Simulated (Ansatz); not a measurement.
# Te4Pt3: the cost of one run

Computed with Ansatz 0.2.0 (DFT PBEsol, scalar-relativistic, plane waves, PAW, unless a step's input says otherwise).

2 further runs of the same task are left out: 2 set aside as unsound or not needed.

## 1. The structure to begin with

Symmetry: R-3m, No. 166, trigonal system. Conventional cell: a = 3.996 Å, b = 3.996 Å, c = 35.185 Å, α = 90.00°, β = 90.00°, γ = 120.00°. Te (site symmetry 3m) has 3 Pt at 2.61 Å as nearest neighbours. Te (site symmetry 3m) has 3 Pt at 2.68 Å as nearest neighbours. Pt (site symmetry -3m) has 6 Te at 2.68 Å as nearest neighbours. Pt (site symmetry 3m) is surrounded by 3 Te at 2.61 Å and 3 Pt at 2.72 Å.

Structure file:

```cif
data_structure
_symmetry_space_group_name_H-M 'P 1'
_symmetry_Int_Tables_number 1
_cell_length_a 11.9531
_cell_length_b 11.9531
_cell_length_c 11.9531
_cell_angle_alpha 19.243
_cell_angle_beta 19.243
_cell_angle_gamma 19.243
_cell_volume 162.15
loop_
_atom_site_label
_atom_site_type_symbol
_atom_site_fract_x
_atom_site_fract_y
_atom_site_fract_z
_atom_site_occupancy
Te1 Te 0.44521 0.44521 0.44521 1
Te2 Te 0.55479 0.55479 0.55479 1
Te3 Te 0.29448 0.29448 0.29448 1
Te4 Te 0.70552 0.70552 0.70552 1
Pt1 Pt 0.00000 0.00000 0.00000 1
Pt2 Pt 0.14632 0.14632 0.14632 1
Pt3 Pt 0.85368 0.85368 0.85368 1
```

This cell was relaxed beforehand with the same method: volume 23.16 Å³/atom, gap on the mesh none (metal).

## 2. A stricter relaxation, with the smearing for a metal

The response runs start from a cell at rest, found with their own mesh and filling of the bands.

input.yaml

```yaml
crystal:
  lattice:
    - [1.9977783566, 1.153417872, 11.728355103]
    - [-1.9977783566, 1.153417872, 11.728355103]
    - [0.0, -2.3068357439, 11.728355103]
  atoms:
    - { symbol: Te, position: [0.4452064741, 0.4452064741, 0.4452064741] }
    - { symbol: Te, position: [0.5547935259, 0.5547935259, 0.5547935259] }
    - { symbol: Te, position: [0.2944755271, 0.2944755271, 0.2944755271] }
    - { symbol: Te, position: [0.7055244729, 0.7055244729, 0.7055244729] }
    - { symbol: Pt, position: [0.0, 0.0, 0.0] }
    - { symbol: Pt, position: [0.1463152596, 0.1463152596, 0.1463152596] }
    - { symbol: Pt, position: [0.8536847404, 0.8536847404, 0.8536847404] }
basis:
  ecutwfc: 420
kpoints:
  mp_grid: { grid: [12, 12, 12] }
hamiltonian:
  xc: pbesol
scf:
  occupations: { method: fermi_dirac, width: 0.15 }
output:
  forces: true
  stress: true
  eigenvalues: true
relax:
  adjacent_minimum: "off"
  f_tol: 0.001
  max_steps: 60
  cell: { stress_tol: 0.01 }
```

The run is started by

```bash
$ ansatz run input.yaml --threads 4 --pin off --max-ram 10240MiB --backend cpu --events-out ev --progress --plain --runs-dir out
```

**Question.** How long does this run take on 4 threads of AMD EPYC 7R13 (Zen 3), shared host, and how much memory does it need?

About 2.2 min, with a peak of 1.7 GiB.
